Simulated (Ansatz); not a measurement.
# Zn2Cd3O5: the cost of one run

Method: DFT PBE, scalar-relativistic, plane waves, PAW, unless a step names another level, in Ansatz 0.2.0.

### 1 The structure to begin with

It takes space group I-4m2 (No. 119, tetragonal). Conventional cell: a = 3.454 Å, b = 3.454 Å, c = 24.974 Å, α = 90.00°, β = 90.00°, γ = 90.00°. Around Zn (site symmetry 2mm) lie 4 O at 2.02 Å. Cd (site symmetry -4m2) is surrounded by 4 O at 2.21 Å. Cd (site symmetry 2mm) is surrounded by 4 O at 2.21 Å. Around O (site symmetry 2mm) lie 2 Zn at 2.02 Å and 2 Cd at 2.21 Å. O (site symmetry -4m2) has 4 Cd at 2.21 Å in its first shell of neighbours.

As a file:

```
Zn Cd O
1.0
    -1.72684    1.72684   12.48676
     1.72684   -1.72684   12.48676
     1.72684    1.72684  -12.48676
Zn Cd O
2 3 5
Direct
  0.59738 0.59738 0.00000
  0.40262 0.40262 0.00000
  0.00000 0.00000 0.00000
  0.19472 0.19472 0.00000
  0.80528 0.80528 0.00000
  0.63923 0.13923 0.50000
  0.25000 0.75000 0.50000
  0.86077 0.36077 0.50000
  0.44452 0.94452 0.50000
  0.05548 0.55548 0.50000
```

The cell was relaxed beforehand at this level, from a generated guess; it is a trial structure. At a tolerance of 0.05 Å it has space group I-4m2 (No. 119); it has 14.89 Å³/atom, an uncorrected energy of -1.14 eV/atom over the elements.

### 2 Static run: bands, density of states and charges

The input, input.yaml:

```yaml
crystal:
  lattice:
    - [-1.7268371, 1.7268371, 12.4867607]
    - [1.7268371, -1.7268371, 12.4867607]
    - [1.7268371, 1.7268371, -12.4867607]
  atoms:
    - { symbol: Zn, position: [0.597384, 0.597384, 0.0] }
    - { symbol: Zn, position: [0.402616, 0.402616, 0.0] }
    - { symbol: Cd, position: [0.0, 0.0, 0.0] }
    - { symbol: Cd, position: [0.194724, 0.194724, 0.0] }
    - { symbol: Cd, position: [0.805276, 0.805276, 0.0] }
    - { symbol: O, position: [0.639227, 0.139227, 0.5] }
    - { symbol: O, position: [0.25, 0.75, 0.5] }
    - { symbol: O, position: [0.860773, 0.360773, 0.5] }
    - { symbol: O, position: [0.444522, 0.944522, 0.5] }
    - { symbol: O, position: [0.055478, 0.555478, 0.5] }
basis:
  ecutwfc: 420
kpoints:
  mp_grid: { grid: [16, 16, 16] }
  band_path:
    path:
      - [[0.0, 0.0, 0.0], [0.0, 0.0, 0.5], [0.25, 0.25, 0.25], [0.0, 0.5, 0.0], [0.0, 0.0, 0.0], [0.5, 0.5, -0.5], [0.25478127, 0.74521873, -0.25478127]]
      - [[-0.25478127, 0.25478127, 0.25478127], [0.0, 0.0, 0.0]]
      - [[0.0, 0.0, 0.5], [-0.00956254, 0.00956254, 0.5]]
      - [[0.5, 0.5, -0.00956254], [0.5, 0.5, -0.5]]
    npoints: 14
hamiltonian:
  xc: pbe
scf:
  occupations: { method: gaussian, width: 0.1 }
  n_extra_bands: 25
output:
  forces: true
  stress: true
  eigenvalues: true
  populations: true
  dos: { projected: true, de: 0.02, nscf_kmesh: { grid: [20, 20, 20] } }
  bader: true
  write_density: true
  write_potential: true
  elf: true
  volumetric_format: npy
```

Started as:

```
ansatz run input.yaml --threads 4 --pin off --max-ram 8192MiB --backend cpu --events-out ev --progress --plain --runs-dir out
```

What time and memory should one allow on 4 threads of Arm Neoverse V1, shared host?

About 8.7 min, with a peak of 4.6 GiB.
